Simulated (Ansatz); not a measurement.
# P: the cost of one run

Computed with Ansatz 0.2.0 (DFT r2SCAN, scalar-relativistic, plane waves, PAW, unless a step's input says otherwise).

## Step 1: The structure to begin with

The structure is hexagonal, space group P6_3/mmc (No. 194). Conventional cell: a = 4.279 Å, b = 4.279 Å, c = 7.061 Å, α = 90.00°, β = 90.00°, γ = 120.00°. P (site symmetry 3m) is surrounded by 4 P at 2.62 to 2.65 Å.

As a file:

```cif
data_structure
_symmetry_space_group_name_H-M 'P6_3/mmc'
_symmetry_Int_Tables_number 194
_cell_length_a 4.2792
_cell_length_b 4.2792
_cell_length_c 7.0606
_cell_angle_alpha 90.000
_cell_angle_beta 90.000
_cell_angle_gamma 120.000
_cell_volume 111.97
loop_
_atom_site_label
_atom_site_type_symbol
_atom_site_symmetry_multiplicity
_atom_site_Wyckoff_symbol
_atom_site_fract_x
_atom_site_fract_y
_atom_site_fract_z
_atom_site_occupancy
P1 P 4 f 0.33333 0.66667 0.43750 1
```

This is candidate A: lonsdaleite type (P6_3/mmc, No. 194).

(A quick probe on a coarse mesh, which set the mesh and smearing, is not shown.)

## Step 3: A loose first relaxation (candidate A)

Input file input.yaml:

```yaml
crystal:
  lattice:
    - [4.2791653088, 0.0, 0.0]
    - [-2.1395826544, 3.7058658645, 0.0]
    - [0.0, 0.0, 7.0606227596]
  atoms:
    - { symbol: P, position: [0.3333333333, 0.6666666667, 0.4375] }
    - { symbol: P, position: [0.6666666667, 0.3333333333, 0.9375] }
    - { symbol: P, position: [0.6666666667, 0.3333333333, 0.5625] }
    - { symbol: P, position: [0.3333333333, 0.6666666667, 0.0625] }
basis:
  ecutwfc: 500
kpoints:
  mp_grid: { grid: [6, 6, 4] }
hamiltonian:
  xc: r2scan
scf:
  occupations: { method: gaussian, width: 0.1 }
  lower_state_search: "off"
output:
  forces: true
  stress: true
  eigenvalues: true
relax:
  adjacent_minimum: "off"
  f_tol: 0.04
  max_steps: 70
  cell: { stress_tol: 0.4 }
```

What time and memory should one allow on 1 thread of an x86-64 CPU, shared host?

About 72 s, with a peak of 0.66 GiB.
